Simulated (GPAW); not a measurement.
# GeH4Te (SMILES [GeH3][TeH]): a first try and a second

Wanted: energy and one-electron properties of GeH4Te, PBE/real-space grid (scalar-relativistic datasets).

Program for the calculation: GPAW 26.7.0.

5 further runs of the same task are left out: 3 that didn't finish, 2 set aside as unsound or not needed.

### 1 The molecule

The species is GeH4Te (6 atoms), meant as a singlet with charge 0. As SMILES, `[GeH3][TeH]`. Geometry: relaxed at PBE0-D4/def2-TZVP.

Bond lengths: Ge1–Te2 2.558 Å, Ge1–H3 1.535 Å, Ge1–H4 1.534 Å, Ge1–H5 1.535 Å, Te2–H6 1.658 Å. Angles: Ge1–Te2–H6 91.6°, Te2–Ge1–H3 110.7°, Te2–Ge1–H4 105.3°, Te2–Ge1–H5 110.6°, H3–Ge1–H4 110.2°, H3–Ge1–H5 109.9°, H4–Ge1–H5 110.2°.

### 2 The input as first written

Input file molecule.sdf:

```

     RDKit          3D

  6  5  0  0  0  0  0  0  0  0999 V2000
   -0.3126   -0.2586   -0.5370 Ge  0  0  0  0  0  4  0  0  0  0  0  0
   -0.0512    0.9762    1.6874 Te  0  0  0  0  0  2  0  0  0  0  0  0
    0.1090   -1.7278   -0.3938 H   0  0  0  0  0  0  0  0  0  0  0  0
   -1.8064   -0.1679   -0.8759 H   0  0  0  0  0  0  0  0  0  0  0  0
    0.5211    0.4205   -1.6326 H   0  0  0  0  0  0  0  0  0  0  0  0
    1.5822    0.6936    1.7057 H   0  0  0  0  0  0  0  0  0  0  0  0
  2  1  1  0
  3  1  1  0
  4  1  1  0
  5  1  1  0
  6  2  1  0
M  END
$$$$
```

Input file calc.py:

```python
import numpy as np
from ase.io import read
from ase.units import Debye
from gpaw import GPAW

# Atomic positions
atoms = read('molecule.sdf')
atoms.center(vacuum=4.5)

# DFT calculator
gpaw_calc = GPAW(mode='fd', h=0.2, xc='PBE', maxiter=91, basis_set='dzp', txt='-')
atoms.calc = gpaw_calc

energy = atoms.get_potential_energy()
print(f'Energy: {energy:.5f} eV')
forces = atoms.get_forces()
print('Forces (eV/Ang)')
for symbol, f in zip(atoms.symbols, forces):
    print(f'{symbol:2} {f[0]:9.4f} {f[1]:9.4f} {f[2]:9.4f}')
dipole = atoms.get_dipole_moment() / Debye
print(f'Dipole = {np.linalg.norm(dipole):.3f} D')
homo, lumo = gpaw_calc.get_homo_lumo()
print(f'HOMO                    {homo:.3f} eV')
print(f'LUMO: {lumo:.3f} eV')
print(f'Gap: {lumo - homo:.3f} eV')
```

Run with:

```console
$ python calc.py
```

What it wrote:

```text
TypeError: GPAW() got an unexpected keyword argument 'basis_set'
```

It took 1.6 s on 1 thread of AMD EPYC, shared host; peak memory 0.095 GiB.

### 3 What went wrong

The input was rejected.

The telling line is `TypeError: GPAW() got an unexpected keyword argument 'basis_set'`. Cause: wrong keyword.

### 4 Second attempt

Input file gs.sdf:

```

     RDKit          3D

  6  5  0  0  0  0  0  0  0  0999 V2000
   -0.3126   -0.2586   -0.5370 Ge  0  0  0  0  0  4  0  0  0  0  0  0
   -0.0512    0.9762    1.6874 Te  0  0  0  0  0  2  0  0  0  0  0  0
    0.1090   -1.7278   -0.3938 H   0  0  0  0  0  0  0  0  0  0  0  0
   -1.8064   -0.1679   -0.8759 H   0  0  0  0  0  0  0  0  0  0  0  0
    0.5211    0.4205   -1.6326 H   0  0  0  0  0  0  0  0  0  0  0  0
    1.5822    0.6936    1.7057 H   0  0  0  0  0  0  0  0  0  0  0  0
  2  1  1  0
  3  1  1  0
  4  1  1  0
  5  1  1  0
  6  2  1  0
M  END
$$$$
```

Input file gs_sp.py:

```python
import numpy as np
from ase.io import read
from ase.units import Debye
from gpaw import GPAW

atoms = read('gs.sdf')
atoms.center(vacuum=4.5)

gpaw_calc = GPAW(mode='fd', maxiter=100, xc='PBE', h=0.2, txt='-')
atoms.calc = gpaw_calc

energy = atoms.get_potential_energy()
print(f'Energy                  {energy:.5f} eV')
forces = atoms.get_forces()
print('Forces (eV/Ang)')
for symbol, f in zip(atoms.symbols, forces):
    print(f'{symbol:2} {f[0]:9.4f} {f[1]:9.4f} {f[2]:9.4f}')
dipole = atoms.get_dipole_moment() / Debye
print(f'Dipole: {np.linalg.norm(dipole):.3f} D')
homo, lumo = gpaw_calc.get_homo_lumo()
print(f'HOMO = {homo:.3f} eV')
print(f'LUMO                    {lumo:.3f} eV')
print(f'Gap                     {lumo - homo:.3f} eV')
```

Run with:

```console
$ python3 gs_sp.py
```

What it wrote:

```text
[...]
Number of symmetries: 1
[...]
  Number of IBZ points: 1
[...]
Spin-components: 1 (collinear spins)
Bands:           12
[...]
  Valence electrons: 14.0
[...]
  Grid points: [60 60 60]
  Charge: 0.0  # |e|
[...]
    cutoffs:
[...]
occupation numbers:
  # Zero width
[...]
xc functional:
  name: PBE with 2 nearest neighbor stencil
[...]
|iter     |     time |      energy | eigst |  dens |
[...]
|iter:   1| 00:00:08 |  -21.044259 | +0.87 |       |
[...]
|iter:  14| 00:00:52 |  -20.186919c| -7.42c| -5.87c|
Converged in 14 steps
[...]
Energy contributions relative to reference atoms: (reference = -241938.281935)
Energy contributions:
  Kinetic:          36.587972
  Coulomb:         -38.412807
  Zero:              0.112124
  External:          0.000000
  Xc:              -18.474208
  Entropy:           0.000000
  Spinorbit:         0.000000
  ----------------------------
  Free energy:     -20.186919
  Extrapolated:    -20.186919
dipole moment: (0.011908, -0.076203, -0.129742)  # |e|*Ang
Fermi level: -3.658
Eigenvalues  # (at kpt = [0.000, 0.000, 0.000])
| band index |      eig [eV] | occ [0-2] |
|------------|---------------|-----------|
|          0 |       -16.076 |     2.000 |
|          1 |       -13.749 |     2.000 |
|          2 |        -9.233 |     2.000 |
|          3 |        -8.697 |     2.000 |
|          4 |        -8.391 |     2.000 |
|          5 |        -7.367 |     2.000 |
|          6 |        -5.455 |     2.000 |
|          7 |        -1.861 |     0.000 |
|          8 |        -1.215 |     0.000 |
|          9 |        -0.414 |     0.000 |
|         10 |         0.014 |     0.000 |
|         11 |         0.075 |     0.000 |
Gap: 3.593 eV
Transition (v -> c):
[...]
Forces (eV/Ang)
Ge    0.0473    0.0199    0.0912
Te   -0.2904    0.1620    0.1866
H     0.0759   -0.2434   -0.0041
H    -0.2417    0.0164   -0.0550
H     0.1386    0.1009   -0.2021
H     0.3084   -0.0533    0.0158
Dipole: 0.725 D
HOMO = -5.455 eV
LUMO                    -1.861 eV
Gap                     3.593 eV
```

Wall time 53 s (1 thread of AMD EPYC, shared host); peak memory 0.53 GiB.

### 5 What came out

Level: PBE/real-space grid (scalar-relativistic datasets).

| quantity | value |
| --- | --- |
| energy as printed (from the program's reference atoms) | -20.1869 eV |
| dipole moment | 0.72 D |
| HOMO energy | -5.45 eV |
| LUMO energy | -1.86 eV |
| HOMO–LUMO gap | 3.59 eV |
